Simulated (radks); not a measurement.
# Ionising dysprosium step by step, Dy²²⁺ to Dy⁴³⁺

The task here is to estimate one member of a computed series from the others.

Method: non-relativistic Kohn-Sham, LDA (Slater exchange, Perdew-Wang correlation), spin-unpolarised, spherical densities, point nucleus. Code: radks (a radial shooting solver on a logarithmic mesh, Libxc functionals) version 1.

## What is computed

```
element             : dysprosium (Z = 66)
charges             : 22 to 43
first configuration : [Kr] 4d8
last configuration  : [Ar] 3d5
```

The outer shells:

Dy²²⁺
```
[Kr] core
4d [↑↓][↑↓][↑↓][↑ ][↑ ]
```

Dy⁴³⁺
```
[Ar] core
3d [↑ ][↑ ][↑ ][↑ ][↑ ]
```

The first run:

Input:

```text
Z 66
configuration [Kr] 4d8
relativity non-relativistic
functional lda,pw
spin unpolarised
nucleus point
```

Among the steps run: Dy²²⁺, [Kr] 4d8.

One of the session's tables, all rows but one given; the rest of the session is left out.

It belongs to the step «Dy²²⁺, [Kr] 4d8». Radial moments (bohr):

```
level      <r>  outermost maximum (interpolated)  90 % within  nodes
   2s        ?                                 ?            ?      ?
   2p  0.08281                            0.0649        0.134      0
   3s   0.2505                             0.231        0.365      2
   3p   0.2401                             0.219        0.358      1
   3d   0.2124                             0.174        0.329      0
   4s   0.5319                             0.510        0.755      3
   4p   0.5355                             0.511        0.767      2
   4d   0.5387                             0.504        0.789      1
```

Estimate the missing values for 2s.

**Answer.** <r>: 0.09772; outermost maximum (interpolated): 0.0834; 90 % within: 0.150; nodes: 1. In the column «<r>» it lies between 2p (0.08281) and 3d (0.2124).

Limits of these values: Relativity is left out here, which matters for elements this heavy. Spin polarisation and multiplet splitting are left out, so open shells lie too high by an amount that depends on their filling.
